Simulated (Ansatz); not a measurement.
# Ga: the cost of one run

Method: DFT r2SCAN, scalar-relativistic, plane waves, PAW, in Ansatz 0.2.0.

2 further runs of the same task are left out: 1 that didn't finish, 1 set aside as unsound or not needed.

### Step 1. The structure to begin with

Symmetry: P4_132, No. 213, cubic system. The conventional cell has a = 4.365 Å, b = 4.365 Å, c = 4.365 Å, α = 90.00°, β = 90.00°, γ = 90.00°. Ga (site symmetry 32) has 6 Ga at 2.67 Å as nearest neighbours.

Coordinates:

```xyz
4
Lattice="4.3653 0.0000 0.0000 0.0000 4.3653 0.0000 0.0000 0.0000 4.3653" Properties=species:S:1:pos:R:3 pbc="T T T"
Ga    3.8197    0.5457    2.7283
Ga    1.6370    1.6370    1.6370
Ga    0.5457    2.7283    3.8197
Ga    2.7283    3.8197    0.5457
```

The cell was relaxed beforehand at this level, from a generated guess; it needn't be the stable form of this composition. At a tolerance of 0.05 Å it has space group P4_132 (No. 213); it has 20.80 Å³/atom, an uncorrected energy of +0.10 eV/atom over the standard state and, on its mesh, gap none (metal).

### Step 2. Level of theory: r2SCAN

input.yaml reads:

```yaml
crystal:
  lattice:
    - [4.3653200328, 0.0, 0.0]
    - [0.0, 4.3653200328, 0.0]
    - [0.0, 0.0, 4.3653200328]
  atoms:
    - { symbol: Ga, position: [0.875, 0.125, 0.625] }
    - { symbol: Ga, position: [0.375, 0.375, 0.375] }
    - { symbol: Ga, position: [0.125, 0.625, 0.875] }
    - { symbol: Ga, position: [0.625, 0.875, 0.125] }
basis:
  ecutwfc: 500
kpoints:
  mp_grid: { grid: [10, 10, 10] }
  band_path:
    path:
      - [[0.0, 0.0, 0.0], [0.0, 0.5, 0.0], [0.5, 0.5, 0.0], [0.0, 0.0, 0.0], [0.5, 0.5, 0.5], [0.0, 0.5, 0.0]]
      - [[0.5, 0.5, 0.5], [0.5, 0.5, 0.0]]
    npoints: 14
hamiltonian:
  xc: r2scan
scf:
  occupations: { method: gaussian, width: 0.1 }
  n_extra_bands: 10
output:
  forces: true
  stress: true
  eigenvalues: true
  populations: true
  dos: { projected: true, de: 0.02, nscf_kmesh: { grid: [12, 12, 12] } }
  bader: true
  write_density: true
  write_potential: true
  elf: true
  volumetric_format: npy
```

On the command line:

```bash
$ ansatz run input.yaml --threads 1 --pin off --max-ram 2560MiB --backend cpu --events-out ev --progress --plain --runs-dir out
```

What time and memory should one allow on 1 thread of Arm Neoverse V2, shared host?

About 1.7 min, with a peak of 0.55 GiB.
